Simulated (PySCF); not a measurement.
# GeHF (SMILES [F][GeH]) at M06-2X/STO-6G

Aim: the vertical singlet–triplet gap of GeHF at M06-2X/STO-6G, from 2 runs. The job is set up through a Python script.

The calculation is run with PySCF 2.14.0.

4 further runs of the same task are left out: 4 set aside as unsound or not needed.

### Step 1. The system as given

GeHF has 3 atoms, charge 0, and is taken as a singlet. SMILES: `[F][GeH]`. The coordinates come from a PBE0-D4/def2-TZVP relaxation.

Bond lengths: F1–Ge2 1.757 Å, Ge2–H3 1.609 Å. Angles: F1–Ge2–H3 94.2°.

### Step 2. A single-point energy at M06-2X/STO-6G

Input file job.py:

```python
from pyscf import gto, dft

molecule = gto.M(
    atom='''
F    0.672100   1.012600   0.469700
Ge  -0.657900   0.195200  -0.335600
H   -0.025200  -1.272700  -0.147400
''',
    basis='sto-6g',
    verbose=3,
    max_memory=1860,
)

mf = dft.RKS(molecule, xc='m06-2x')
mf.grids.level = 5
mf.conv_tol = 1e-10
mf.kernel()
if not mf.converged:
    mf = mf.newton().run(mf.mo_coeff, mf.mo_occ)

energy = mf.e_tot
print(f'total energy: {energy:.8f} hartree')
```

Started as:

```
$ OMP_NUM_THREADS=1 python job.py
```

Log:

```text
converged SCF energy = -2165.37903866537
total energy: -2165.37903867 hartree
```

Run time: 6.9 s. Hardware: 1 thread of Arm Neoverse N1, shared host; peak memory 0.2 GiB.

### Step 3. The triplet, same level

Input file calc.py:

```python
from pyscf import gto, dft

mol = gto.Mole()
mol.atom = '''
F        0.672100       1.012600       0.469700
Ge      -0.657900       0.195200      -0.335600
H       -0.025200      -1.272700      -0.147400
'''
mol.max_memory = 1860
mol.verbose = 4
mol.spin = 2
mol.basis = 'sto-6g'
mol.build()

mf = dft.UKS(mol)
mf.xc = 'm06-2x'
mf.conv_tol = 1e-10
mf.grids.level = 5
mf.kernel()
if not mf.converged:
    mf = mf.newton().run(mf.mo_coeff, mf.mo_occ)

energy = mf.e_tot
print('E = %.10f Eh' % energy)
```

Started as:

```
$ OMP_NUM_THREADS=1 python calc.py
```

Log:

```text
PySCF version 2.14.0

[INPUT] num. atoms = 3
[INPUT] num. electrons = 42
[INPUT] charge = 0
[INPUT] spin (= nelec alpha-beta = 2S) = 2
[INPUT] symmetry False subgroup None
[INPUT] Mole.unit = angstrom
[INPUT] Symbol           X                Y                Z      unit          X                Y                Z       unit  Magmom
[INPUT]  1 F      0.672100000000   1.012600000000   0.469700000000 AA    1.270084928320   1.913536673735   0.887604360708 Bohr   0.0
[INPUT]  2 Ge    -0.657900000000   0.195200000000  -0.335600000000 AA   -1.243250817351   0.368874539515  -0.634192087404 Bohr   0.0
[INPUT]  3 H     -0.025200000000  -1.272700000000  -0.147400000000 AA   -0.047621098339  -2.405054438734  -0.278545630761 Bohr   0.0

nuclear repulsion = 99.212640404302
number of shells = 12
number of NR pGTOs = 144
number of NR cGTOs = 24
basis = sto-6g
ecp = {}

[... 35 lines left out ...]
WARN: HOMO -0.317531799925474 >= LUMO -0.461192323338467
[... 66 lines left out ...]
converged SCF energy = -2165.30984066517  <S^2> = 2.0033614  2S+1 = 3.0022401
E = -2165.3098406652 Eh
```

Wall time 14 s (1 thread of Arm Neoverse N1, shared host); peak memory 0.22 GiB.

### Step 4. Outcome

Level: M06-2X/STO-6G.

```
                                        quantity           value
                           singlet: total energy  -2165.37904 Eh
                          singlet: dipole moment          0.20 D
                            singlet: HOMO energy        -4.81 eV
                            singlet: LUMO energy         1.74 eV
                          singlet: HOMO–LUMO gap         6.56 eV
                           triplet: total energy  -2165.30984 Eh
                          triplet: dipole moment          1.11 D
     triplet: HOMO energy (highest over α and β)        -2.90 eV
      triplet: LUMO energy (lowest over α and β)         0.10 eV
                                   triplet: ⟨S²⟩           2.003
vertical energy of the triplet above the singlet        1.883 eV
```

At this shape the triplet lies 1.88 eV (182 kJ/mol) above the singlet. In a minimal basis such a difference can be off by several eV, whatever the method. Mulliken charges (singlet) run from -0.21 on F1 to +0.39 on Ge2; they depend strongly on the basis. Mulliken charges (triplet) run from -0.20 on F1 to +0.28 on Ge2.
